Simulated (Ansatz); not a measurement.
# CH₇B₂N: up Jacob's ladder to CCSD(T)

The task here is to estimate one member of a computed series from the others.

The runs use Ansatz 0.2.0, Gaussian basis; functionals in def2-TZVPP, the program's frozen cores in correlated methods.

The runs, in order: LDA (SPW92), PBE-D4, revPBE-D4, BLYP-D4, r2SCAN-D4, B97M-V, PBE0-D4, B3LYP-D4, r2SCANh-D4, r2SCAN0-D4, HSE06-D4, BHLYP-D4, CAM-B3LYP-D4, LC-ωPBE, ωB97X-V, ωB97M-V, B2PLYP, PBE-QIDH; CCSD(T)/def2-SVP; CCSD(T)/def2-TZVPP; CCSD(T)/def2-QZVPP; extrapolation to the limit; RPA on PBE.

**The relaxed structure**

An earlier PBE0-D4 in a triple-zeta def2 set relaxation fixed the geometry.

SMILES `BN(B)C`, 11 atoms, charge 0, spin multiplicity 1.

Atoms are counted from 1 here; the program's logs count them from 0.

Bond lengths: B1–N2 1.418 Å, B1–H5 1.198 Å, B1–H6 1.193 Å, N2–B3 1.420 Å, N2–C4 1.464 Å, B3–H7 1.198 Å, B3–H8 1.192 Å, C4–H9 1.092 Å, C4–H10 1.089 Å, C4–H11 1.092 Å. Angles: N2–B1–H5 119.3°, N2–B1–H6 118.9°, H5–B1–H6 121.8°, B1–N2–B3 120.6°, B1–N2–C4 120.4°, B3–N2–C4 118.9°, N2–B3–H7 119.1°, N2–B3–H8 119.1°, H7–B3–H8 121.8°, N2–C4–H9 110.7°, N2–C4–H10 110.1°, N2–C4–H11 110.7°, H9–C4–H10 108.7°, H9–C4–H11 108.0°, H10–C4–H11 108.7°.

The first run:

The input, in.yaml:

```yaml
crystal:
  periodic: [false, false, false]
  atoms:
    - {symbol: B, position_ang: [-0.785422, 1.274464, 0.007399]}
    - {symbol: N, position_ang: [-0.055215, 0.064416, 0.118400]}
    - {symbol: B, position_ang: [0.129562, -0.555420, 1.382799]}
    - {symbol: C, position_ang: [0.520479, -0.566133, -1.070418]}
    - {symbol: H, position_ang: [-0.927217, 1.777490, -1.070610]}
    - {symbol: H, position_ang: [-1.242857, 1.764419, 0.994067]}
    - {symbol: H, position_ang: [0.751564, -1.577706, 1.444977]}
    - {symbol: H, position_ang: [-0.338122, -0.044774, 2.353475]}
    - {symbol: H, position_ang: [1.603983, -0.655407, -0.972753]}
    - {symbol: H, position_ang: [0.297735, 0.029683, -1.954913]}
    - {symbol: H, position_ang: [0.110810, -1.568033, -1.211824]}
basis:
  gaussian: {orbitals: def2-TZVPP}
hamiltonian: {xc: lda}
output: {orbitals: {seedname: orbitals}}
```

Command:

```console
ansatz run in.yaml --threads 2 --pin off --events-out ev --progress --plain --max-ram 22528MiB --backend cpu
```

Among the steps run: LDA; PBE-D4 (GGA); revPBE-D4 (GGA); BLYP-D4 (GGA); r2SCAN-D4 (meta-GGA); B97M-V (meta-GGA); B3LYP-D4 (hybrid); r2SCANh-D4 (hybrid); r2SCAN0-D4 (hybrid); HSE06-D4 (hybrid); BHLYP-D4 (hybrid); CAM-B3LYP-D4 (range-separated); LC-ωPBE (range-separated); ωB97X-V (range-separated); ωB97M-V (range-separated); B2PLYP (double hybrid); PBE-QIDH (double hybrid).

One table of the session follows, with a row left open; its other results are not shown here.

```
  functional  HOMO (eV)  gap (eV)
 LDA (SPW92)      -7.49      4.87
      PBE-D4      -7.49      5.17
   revPBE-D4      -7.47      5.27
     BLYP-D4      -7.38      5.23
   r2SCAN-D4      -7.72      5.80
      B97M-V      -7.82      5.80
     PBE0-D4      -8.73      7.45
    B3LYP-D4          ?         ?
  r2SCANh-D4      -8.18      6.61
  r2SCAN0-D4      -8.87      7.83
    HSE06-D4      -8.33      6.66
    BHLYP-D4      -9.82      9.62
CAM-B3LYP-D4     -10.09      9.90
     LC-ωPBE     -11.49     12.49
     ωB97X-V     -11.11     12.01
     ωB97M-V     -11.05     11.70
```

Q: Estimate the row for B3LYP-D4 from the others.

Worked estimate for «HOMO (eV)». Against the share of exact exchange, BLYP-D4 (0, -7.38), BHLYP-D4 (0.5, -9.82) give a slope of -4.88 per unit share; at 0.2 the line stands at -8.36.

As computed: HOMO (eV): -8.50; gap (eV): 7.00. In «HOMO (eV)» the line misses by +0.14.
